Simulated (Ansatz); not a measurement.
**GaAs (triplet): RPA-PBE over vertical spin and charge gaps, cc-pVDZ**

How well do these functionals follow the top wave-function level for GaAs (triplet) over vertical spin and charge gaps?

Program: Ansatz 0.2.0, Gaussian basis. Level of theory: cc-pVDZ, all electrons in the functionals, frozen cores in the correlation of double hybrids and RPA. These are calculated values, not measurements.

The runs, in order: RPA-PBE, at charge 0, triplet; charge 0, singlet; charge 0, quintet; charge 1, doublet; charge 1, quartet.

8 further runs of the same task are left out: 2 for a known fault of the program, 6 set aside as unsound or not needed. Runs told in other sessions of the task aren't counted.

**1. The geometry**

The geometry is a PBE0/def2-TZVP stationary point (not a proven minimum). No spin-orbit coupling is included. The filled d shell of Ga, As may be among the frozen orbitals whatever the setting's name suggests.

2 atoms, charge 0, spin multiplicity 3.

Atoms are counted from 1 here; the program's logs count them from 0.

Bond lengths: Ga1–As2 2.327 Å.

No dispersion term is added.

The geometry shown and the zero of energy belong to the point charge 0, triplet. The yardstick, FCI, and other wave-function levels (R restricted, U unrestricted, valence and pair active spaces) come from earlier runs.

**2. RPA-PBE, charge 0, triplet**

Input file in.yaml:

```yaml
crystal:
  periodic: [false, false, false]
  atoms:
    - {symbol: Ga, position_ang: [0.000000, 0.000000, 0.000000]}
    - {symbol: As, position_ang: [0.000000, 0.000000, 2.327300]}
basis:
  gaussian: {orbitals: cc-pVDZ}
magnetization: {spin_polarized: true, initial_magnetization: 2}
hamiltonian: {xc: {name: PBE}}
correlation: {method: rpa, electrons: outside_noble_gas}
```

Run with:

```
ansatz run in.yaml --threads 1 --pin off --events-out ev --progress --plain --max-ram 4096MiB --backend cpu
```

Further steps of the session: RPA-PBE, charge 0, singlet; RPA-PBE, charge 0, quintet; RPA-PBE, charge 1, doublet; RPA-PBE, charge 1, quartet.

Q: Predict the results of all the runs planned. Wanted: triplet to singlet, FCI; triplet to quintet, FCI; ionisation to the doublet cation, FCI; ionisation to the quartet cation, FCI; largest miss, RPA-PBE.

As calculated:

| quantity | value |
| --- | --- |
| triplet to singlet, FCI | 52.1 kJ/mol |
| triplet to quintet, FCI | 186.9 kJ/mol |
| ionisation to the doublet cation, FCI | 771.8 kJ/mol |
| ionisation to the quartet cation, FCI | 693.0 kJ/mol |
| largest miss, RPA-PBE | +28.3 kJ/mol (ionisation to the quartet cation) |

What this shows: RPA-PBE strays by up to 28.3 kJ/mol, at ionisation to the quartet cation. RPA-PBE clearly breaks the spin symmetry at some points (⟨S²⟩ up to 1.01 above the pure value), so energy there is bought with a mixed spin. Functionals and the yardstick converge differently with the basis, so part of each miss in cc-pVDZ is the basis.
